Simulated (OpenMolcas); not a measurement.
# A workflow on C2H3ClSi (SMILES ClC1=C[SiH2]1)

Aim: a series of 14 runs (HF/ANO-RCC-VDZP, CASSCF(4,4)/ANO-RCC-VDZP, CASPT2(4,4)/ANO-RCC-VDZP, CASPT2[IPEA 0](4,4)/ANO-RCC-VDZP, MC-PDFT[ftLSDA](4,4)/ANO-RCC-VDZP, MC-PDFT[ftrevPBE](4,4)/ANO-RCC-VDZP, MC-PDFT[tPBE](4,4)/ANO-RCC-VDZP, MC-PDFT[tLSDA](4,4)/ANO-RCC-VDZP, and more) of C2H3ClSi. 

The calculation is run with OpenMolcas 26.06.

1 further run of the same task is left out (it didn't finish).

### Step 1. Starting point

C2H3ClSi: 7 atoms, total charge 0, spin state singlet. SMILES: `ClC1=C[SiH2]1`. The coordinates come from a PBE0-D4/def2-TZVP relaxation.

Bond lengths: Cl1–C2 1.700 Å, C2–C3 1.327 Å, C2–Si4 1.804 Å, C3–Si4 1.819 Å, C3–H5 1.082 Å, Si4–H6 1.482 Å, Si4–H7 1.482 Å. Some angles: Cl1–C2–C3 135.8°, Cl1–C2–Si4 155.1°, C3–C2–Si4 69.2°, C2–C3–Si4 67.9°, C2–Si4–C3 43.0°, C2–C3–H5 137.0°, Si4–C3–H5 155.1°, C2–Si4–H6 121.6°, C2–Si4–H7 121.6°, C3–Si4–H6 121.6°.

### Step 2. A single-point energy at HF/ANO-RCC-VDZP (DKH2, RICD fitting) (run 1)

Input file step1.inp:

```
&GATEWAY
  COORD
  7
  angstrom
  Cl      -1.169200      -2.293300       0.411500
  C       -0.358000      -0.819900       0.163200
  C        0.836800      -0.330000       0.466700
  Si      -0.185900       0.871600      -0.438900
  H        1.727500      -0.673800       0.975600
  H       -0.837800       2.011300       0.248800
  H        0.047800       1.166200      -1.872600
  BASIS=ANO-RCC-VDZP
  GROUP=NoSym
  RICD

&SEWARD

&SCF
  PRORBITALS=1
```

Command:

```console
$ export MOLCAS_MEM=1860
$ pymolcas step1.inp > step1.log
```

What it wrote:

```text
--- Start Module: gateway ---
[...]
--- Stop Module: gateway /rc=_RC_ALL_IS_WELL_ ---
[...]
--- Start Module: seward ---
[...]
      Basis functions           79
--- Stop Module: seward /rc=_RC_ALL_IS_WELL_ ---
[...]
--- Start Module: scf ---
[...]
       Convergence after  12 Iterations
[...]
::    Total SCF energy                               -827.9282736777
[...]
      Total spin, S                                     0.0000000000
[...]
      Total electronic charge=   46.000000
      Total            charge=   -0.000000
[...]
      Dipole Moment (debye):
      Origin of the operator (angstrom)=   -0.4379   -0.7456    0.1002
                   X=  8.6157E-01               Y=  1.4584E+00               Z= -2.2131E-01           Total=  1.7083E+00
      Quadrupole Moment (debye*angstrom):
[...]
--- Stop Module: scf /rc=_RC_ALL_IS_WELL_ ---
[...]
```

Run time: 8.4 s. Hardware: 1 thread of Intel Xeon Platinum 8259CL at 2.50GHz (Skylake/Cascade Lake), shared host; peak memory 0.082 GiB.

### Step 3. The vertical excitations at CASSCF(4,4)/ANO-RCC-VDZP (DKH2, RICD fitting, 5 states averaged) (run 2)

Input file step2.inp:

```
* C2H3ClSi CASSCF

&GATEWAY
 Coord
 7
 angstrom
 Cl      -1.169200      -2.293300       0.411500
 C       -0.358000      -0.819900       0.163200
 C        0.836800      -0.330000       0.466700
 Si      -0.185900       0.871600      -0.438900
 H        1.727500      -0.673800       0.975600
 H       -0.837800       2.011300       0.248800
 H        0.047800       1.166200      -1.872600
 Basis = ANO-RCC-VDZP
 Group = NoSym
 RICD

&SEWARD

&RASSCF
 FileOrb = $CurrDir/step1.ScfOrb
 Spin = 1
 Nactel = 4 0 0
 Inactive = 21
 Ras2 = 4
 CIRoot = 5 5 1
 OrbListing = Nothing
 OrbAppear = Compact
```

Command:

```console
$ export MOLCAS_MEM=1860
$ pymolcas step2.inp > step2.log
```

What it wrote:

```text
--- Start Module: gateway ---
[...]
--- Stop Module: gateway /rc=_RC_ALL_IS_WELL_ ---
[...]
--- Start Module: seward ---
[...]
      Basis functions           79
--- Stop Module: seward /rc=_RC_ALL_IS_WELL_ ---
[...]
--- Start Module: rasscf ---
[...]
      Number of active orbitals                  4
[...]
      Spin quantum number                      0.0
[...]
      Active orbitals                            4
[...]
      Number of CSFs                            20
[...]
      Number of root(s) required                 5
[...]
      Convergence after 28 iterations
[...]
      printout of CI-coefficients larger than  0.05 for root  1
      energy=    -827.916148
      conf/sym  1111     Coeff  Weight
             1  2200   0.97015 0.94119
             4  u2d0  -0.23955 0.05738
[...]
      Natural orbitals and occupation numbers for root  1
      sym 1:   1.991808   1.999854   0.008279   0.000059
      Natural orbitals and occupation numbers for root  2
      sym 1:   1.999770   1.000056   0.999924   0.000250
      Natural orbitals and occupation numbers for root  3
      sym 1:   1.305089   1.999556   0.695144   0.000211
      Natural orbitals and occupation numbers for root  4
      sym 1:   1.997544   1.000165   0.002589   0.999702
      Natural orbitals and occupation numbers for root  5
      sym 1:   1.126194   1.999630   0.000643   0.873533
      ************************************************************************************************************************
      *                                                    Final results                                                     *
[...]
::    RASSCF root number  1 Total energy:   -827.91614768
::    RASSCF root number  2 Total energy:   -827.68640120
::    RASSCF root number  3 Total energy:   -827.64438830
::    RASSCF root number  4 Total energy:   -827.63753898
::    RASSCF root number  5 Total energy:   -827.62278250
[...]
      Total electronic charge=   46.000000
      Total            charge=   -0.000000
[...]
      Dipole Moment (debye):
      Origin of the operator (angstrom)=   -0.4379   -0.7456    0.1002
                   X=  1.0934E+00               Y= -3.9032E+00               Z=  2.0118E+00           Total=  4.5252E+00
      Quadrupole Moment (debye*angstrom):
[...]
--- Stop Module: rasscf /rc=_RC_ALL_IS_WELL_ ---
[...]
```

Run time: 16 s. Hardware: 1 thread of Intel Xeon Platinum 8259CL at 2.50GHz (Skylake/Cascade Lake), shared host; peak memory 0.085 GiB.

The roots found:

| excited state | energy (eV) |
| --- | --- |
| 1 | 6.252 |
| 2 | 7.395 |
| 3 | 7.581 |
| 4 | 7.983 |

Runs 3 to 13 aren't shown in full; the table further down has their settings and results.

### Step 4. The excited states at CASPT2[IPEA 0.15](4,4)/ANO-RCC-VDZP (DKH2, RICD fitting, ipea shift 0.15 Eh, pt2 variant MS, real shift 0.2 Eh, 5 states averaged) (run 14)

Input file step14.inp:

```
&GATEWAY
COORD
7
angstrom
Cl      -1.169200      -2.293300       0.411500
C       -0.358000      -0.819900       0.163200
C        0.836800      -0.330000       0.466700
Si      -0.185900       0.871600      -0.438900
H        1.727500      -0.673800       0.975600
H       -0.837800       2.011300       0.248800
H        0.047800       1.166200      -1.872600
BASIS=ANO-RCC-VDZP
GROUP=NoSym
RICD
&SEWARD
&RASSCF
FILEORB=$CurrDir/step2.RasOrb
SPIN=1
NACTEL=4 0 0
INACTIVE=21
RAS2=4
CIROOT=5 5 1
ORBLISTING=Nothing
ORBAPPEAR=Compact
&CASPT2
MULTISTATE=all
IPEA=0.15
SHIFT=0.2
&RASSI
NROFJOBIPHS=1 all
IPHNAMES
JOBMIX
EJOB
```

Command:

```console
$ export MOLCAS_MEM=1860
$ pymolcas step14.inp > step14.log
```

What it wrote:

```text
--- Start Module: gateway ---
[...]
--- Stop Module: gateway /rc=_RC_ALL_IS_WELL_ ---
[...]
      Basis functions           79
[...]
      Number of active orbitals                  4
[...]
      Spin quantum number                      0.0
[...]
      Active orbitals                            4
[...]
      Number of CSFs                            20
[...]
      Number of root(s) required                 5
[...]
      Convergence after  4 iterations
[...]
      printout of CI-coefficients larger than  0.05 for root  1
      energy=    -827.916150
      conf/sym  1111     Coeff  Weight
             1  2200   0.97015 0.94119
             4  u2d0  -0.23956 0.05739
[...]
      Natural orbitals and occupation numbers for root  1
      sym 1:   1.991808   1.999854   0.008280   0.000059
      Natural orbitals and occupation numbers for root  2
      sym 1:   1.999770   1.000056   0.999924   0.000250
      Natural orbitals and occupation numbers for root  3
      sym 1:   1.305099   1.999556   0.695134   0.000211
      Natural orbitals and occupation numbers for root  4
      sym 1:   1.997544   1.000166   0.002589   0.999701
      Natural orbitals and occupation numbers for root  5
      sym 1:   1.126208   1.999630   0.000643   0.873519
      ************************************************************************************************************************
      *                                                    Final results                                                     *
[...]
::    RASSCF root number  1 Total energy:   -827.91614982
::    RASSCF root number  2 Total energy:   -827.68640166
[...]
      Dipole Moment (debye):
      Origin of the operator (angstrom)=   -0.4379   -0.7456    0.1002
                   X=  1.0933E+00               Y= -3.9029E+00               Z=  2.0116E+00           Total=  4.5248E+00
      Quadrupole Moment (debye*angstrom):
[...]
::    RASSI State    2     Total energy:    -828.19212776128461
::    RASSI State    3     Total energy:    -828.18940637007540
::    RASSI State    4     Total energy:    -828.14942050231843
::    RASSI State    5     Total energy:    -828.13065852161822
[...]
  SPIN-FREE ENERGIES:
  (Shifted by EMIN (a.u.) =       -828.4360356605)
 SF State       Relative EMIN(au)   Rel lowest level(eV)    D:o, cm**(-1)
     1             0.0000000000        0.0000000000              0.0000
     2             0.2439078992        6.6370720547          53531.5963
     3             0.2466292905        6.7111248820          54128.8726
     4             0.2866151582        7.7991957740          62904.7562
     5             0.3053771389        8.3097352775          67022.5350
[...]
```

Run time: 16 s. Hardware: 1 thread of Intel Xeon Platinum 8259CL at 2.50GHz (Skylake/Cascade Lake), shared host; peak memory 0.085 GiB.

The roots found:

| excited state | energy (eV) | strength |
| --- | --- | --- |
| 1 | 6.637 | 0.4734 |
| 2 | 6.711 | 0.0031 |
| 3 | 7.799 | 0.0080 |
| 4 | 8.310 | 0.0000 |

### Step 5. Overview of the runs

| run | level | starting guess | task | partner | energy (Eh) | dipole moment (D) of the reference | wall time |
| --- | --- | --- | --- | --- | --- | --- | --- |
| 1 | HF/ANO-RCC-VDZP (DKH2, RICD fitting) | – | energy | base | -827.928274 | 1.71 | 8.4 s |
| 2 | CASSCF(4,4)/ANO-RCC-VDZP (DKH2, RICD fitting, 5 states averaged) | orbitals of step 1 | excited | base | -827.916148 | 1.88 | 16 s |
| 3 | CASPT2(4,4)/ANO-RCC-VDZP (DKH2, RICD fitting, ipea shift 0.25 Eh, pt2 variant RMS, 5 states averaged) | orbitals of step 2 | excited | base | -828.437339 | 1.88 | 18 s |
| 4 | CASPT2[IPEA 0](4,4)/ANO-RCC-VDZP (DKH2, RICD fitting, fock type G1, ipea shift 0 Eh, pt2 variant XDW, 5 states averaged) | orbitals of step 2 | excited | base | -828.443963 | 1.88 | 18 s |
| 5 | CASPT2[IPEA 0](4,4)/ANO-RCC-VDZP (DKH2, RICD fitting, fock type G1, ipea shift 0 Eh, pt2 variant XMS, 5 states averaged) | orbitals of step 2 | excited | base | -828.448489 | 1.88 | 18 s |
| 6 | CASPT2[IPEA 0](4,4)/ANO-RCC-VDZP (DKH2, RICD fitting, ipea shift 0 Eh, pt2 variant SS, real shift 0.1 Eh, 5 states averaged) | orbitals of step 2 | spin-orbit | base | -828.438777 | – | 43 s |
| 7 | CASSCF(4,4)/ANO-RCC-VDZP (DKH2, RICD fitting, root 2, 5 states averaged) | orbitals of step 2 | gradient | base | -827.686402 | – | 22 s |
| 8 | MC-PDFT[ftLSDA](4,4)/ANO-RCC-VDZP (DKH2, RICD fitting, 5 states averaged) | orbitals of step 2 | excited | base | -827.409424 | – | 14 s |
| 9 | MC-PDFT[ftrevPBE](4,4)/ANO-RCC-VDZP (DKH2, RICD fitting, 5 states averaged) | orbitals of step 2 | excited | base | -829.742689 | 1.88 | 17 s |
| 10 | CASSCF(4,4)/ANO-RCC-VDZP (DKH2, RICD fitting, 5 states averaged) | orbitals of step 2 | excited | base | -827.916150 | 1.88 | 11 s |
| 11 | MC-PDFT[tPBE](4,4)/ANO-RCC-VDZP (DKH2, RICD fitting) | orbitals of step 2 | gradient | base | -829.269170 | 1.80 | 40 s |
| 12 | MC-PDFT[tLSDA](4,4)/ANO-RCC-VDZP (DKH2, RICD fitting, 5 states averaged) | orbitals of step 2 | excited | Si4–H6 2.96 Å | -827.095229 | 1.35 | 20 s |
| 13 | RASPT2(4,4)/ANO-RCC-VDZP (DKH2, RICD fitting, ipea shift 0.25 Eh, pt2 variant SS, 5 states averaged) | orbitals of step 2 | excited | base | -828.441575 | 1.88 | 17 s |
| 14 | CASPT2[IPEA 0.15](4,4)/ANO-RCC-VDZP (DKH2, RICD fitting, ipea shift 0.15 Eh, pt2 variant MS, real shift 0.2 Eh, 5 states averaged) | orbitals of step 2 | excited | base | -828.436036 | 1.88 | 16 s |

### Step 6. What came out

| quantity | value |
| --- | --- |
| run 14, CASPT2[IPEA 0.15](4,4)/ANO-RCC-VDZP: energy of the lowest of 5 roots | -828.43604 Eh |
| run 14, CASPT2[IPEA 0.15](4,4)/ANO-RCC-VDZP: dipole moment (CASSCF density) | 1.88 D |
| run 14, CASPT2[IPEA 0.15](4,4)/ANO-RCC-VDZP: lowest excitation energy within this active space | 6.64 eV |

All runs together took 4.6 min, the longest 43 s.
